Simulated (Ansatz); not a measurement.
# Ga3Mo: the cost of one run

Method: DFT PBE, scalar-relativistic, plane waves, PAW, unless a step names another level, in Ansatz 0.2.0.

8 further runs of the same task are left out: 1 that didn't finish, 7 set aside as unsound or not needed.

**1. Plan**

Pauling electronegativities: Ga 1.81, Mo 2.16 (spread 0.35). It is an alloy, so charge balance gives no guide. Tabulated atomic sizes suggest about 18 Å³/atom. 30 candidates were drawn, by swapping species into database cells of other compounds, at random by space group and Wyckoff sites, or by hand, as the table says:

```csv
name,made from,space group no.,Wyckoff sites,atoms (primitive cell),V (Å³/atom)
c01,built by hand: anti-Mo3Ga A15 (Cr3Si),223,Ga 6c; Mo 2a,8,17.5
c02,built by hand: Cu3Au (L1_2),221,Ga 3c; Mo 1a,4,17.5
c03,random,166,"Ga 9e, 6c, 3b; Mo 6c",8,21.4
c04,database cell of Zr3O,182,Ga 6g; Mo 2c,8,21.8
c05,built by hand: BiF3 (D0_3),225,"Ga 4b, 8c; Mo 4a",4,17.5
c06,random,191,"Ga 1a, 2c; Mo 1b",4,19.7
c07,random,123,"Ga 2f, 1a; Mo 1c",4,19.9
c08,random,166,Ga 9e; Mo 3a,4,18.2
c09,database cell of GaAg3,187,"Ga 1f, 2h; Mo 1e",4,15.7
c10,database cell of Zr3Ag,123,"Ga 1c, 2e; Mo 1a",4,21.5
c11,built by hand: TiAl3 (D0_22),139,"Ga 4d, 2b; Mo 2a",4,17.5
c12,random,191,Ga 3g; Mo 1a,4,17.8
c13,random,225,"Ga 24e; Mo 4a, 4b",8,18.0
c14,random,223,Ga 6d; Mo 2a,8,19.6
c15,random,221,Ga 3d; Mo 1b,4,20.7
c16,random,221,Ga 3c; Mo 1b,4,22.1
c17,random,191,Ga 3g; Mo 1b,4,19.0
c18,random,137,"Ga 4d, 2a; Mo 2b",8,19.2
c19,database cell of GeP3,166,Ga 18h; Mo 6c,8,16.5
c20,database cell of Fe3Sn,194,Ga 6h; Mo 2d,8,16.7
c21,built by hand: FeGa3 (IrIn3),136,"Ga 4c, 8j; Mo 4f",16,17.5
c22,random,123,"Ga 4k, 1c, 1a; Mo 2f",8,22.2
c23,database cell of Nb3Bi,223,Ga 6c; Mo 2a,8,18.0
c24,random,221,Ga 3d; Mo 1a,4,20.8
c25,random,166,Ga 9d; Mo 3b,4,19.3
c26,random,225,Ga 24e; Mo 8c,8,18.2
c27,database cell of Sb3Au,229,Ga 6b; Mo 2a,4,18.7
c28,random,221,"Ga 6e; Mo 1b, 1a",8,22.0
c29,random,225,"Ga 4b, 8c; Mo 4a",4,22.8
c30,random,225,"Ga 8c, 4a; Mo 4b",4,21.5
```

**2. Screening run of c21**

input.yaml

```yaml
crystal:
  lattice:
    - [6.44, 0.0, 0.0]
    - [0.0, 6.44, 0.0]
    - [0.0, 0.0, 6.75]
  atoms:
    - { symbol: Ga, position: [0.5, 0.0, 0.5] }
    - { symbol: Ga, position: [0.0, 0.5, 0.5] }
    - { symbol: Ga, position: [0.6556, 0.3444, 0.762] }
    - { symbol: Ga, position: [0.6556, 0.3444, 0.238] }
    - { symbol: Ga, position: [0.3444, 0.6556, 0.238] }
    - { symbol: Ga, position: [0.3444, 0.6556, 0.762] }
    - { symbol: Ga, position: [0.5, 0.0, 0.0] }
    - { symbol: Ga, position: [0.0, 0.5, 0.0] }
    - { symbol: Ga, position: [0.1556, 0.1556, 0.262] }
    - { symbol: Ga, position: [0.1556, 0.1556, 0.738] }
    - { symbol: Ga, position: [0.8444, 0.8444, 0.262] }
    - { symbol: Ga, position: [0.8444, 0.8444, 0.738] }
    - { symbol: Mo, position: [0.8437, 0.1563, 0.5] }
    - { symbol: Mo, position: [0.1563, 0.8437, 0.5] }
    - { symbol: Mo, position: [0.3437, 0.3437, 0.0] }
    - { symbol: Mo, position: [0.6563, 0.6563, 0.0] }
basis:
  ecutwfc: 420
kpoints:
  mp_grid: { grid: [3, 3, 3] }
hamiltonian:
  xc: pbe
scf:
  occupations: { method: gaussian, width: 0.2 }
  lower_state_search: "off"
output:
  forces: true
  stress: true
  eigenvalues: true
relax:
  adjacent_minimum: "off"
  f_tol: 0.08
  max_steps: 16
  cell: { stress_tol: 0.8 }
```

Launch:

```bash
$ ansatz run input.yaml --threads 1 --pin off --max-ram 2560MiB --backend cpu --events-out ev --progress --plain --runs-dir out
```

Q: Estimate wall time and peak memory on 1 thread of Intel Xeon at 2.50GHz (Skylake/Cascade Lake), shared host.

About 3.2 min, with a peak of 0.71 GiB.
